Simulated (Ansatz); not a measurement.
Crystal: Hf2Pd2Se2Br2O3.

```
Hf Pd Se Br O
1.0
     7.58666   -1.70971   -1.17576
     7.58666    1.70971   -1.17576
    -2.02446    0.00000   13.05155
Hf Pd Se Br O
2 2 2 2 3
Direct
  0.94514 0.94514 0.06144
  0.60628 0.60628 0.28309
  0.17920 0.17920 0.50964
  0.32286 0.32286 0.74307
  0.92232 0.92232 0.84566
  0.78991 0.78991 0.58800
  0.58645 0.58645 0.04520
  0.24604 0.24604 0.28651
  0.59701 0.59701 0.42127
  0.38554 0.38554 0.07302
  0.03094 0.03094 0.22169
```

The cell was built by a generator and needn't be a form met in nature.

Base run:

```yaml
Program: Ansatz 0.2.0
Functional: revPBE
Potentials_or_basis: all-electron LAPW, scalar-relativistic
Cutoff: 501 eV
Density_cutoff: 2006 eV
Basis_error_allowed: 0.002 eV/atom
k_mesh: 6 × 6 × 2
Occupations: fermi-dirac, width 0.05 eV
Spin: no spin polarisation
```

Its results: band gap on the k mesh 0.68 eV, indirect (least direct gap 0.68 eV); pressure 1.2 GPa; largest force 0.166 eV/Å.

**Question.** The run is repeated on the same cell with these changes: functional from revPBE to PBEsol. What comes out?

**Answer.** Band gap on the k mesh 0.64 eV, indirect (least direct gap 0.65 eV); pressure -2.5 GPa; largest force 0.351 eV/Å.

PBEsol binds more tightly than revPBE, so the same cell stands under less pressure.

Caveats: spin-orbit coupling is left out, which moves the levels of the heavy elements.

A k mesh can miss the band edges.

Not every run made on this cell is shown here.
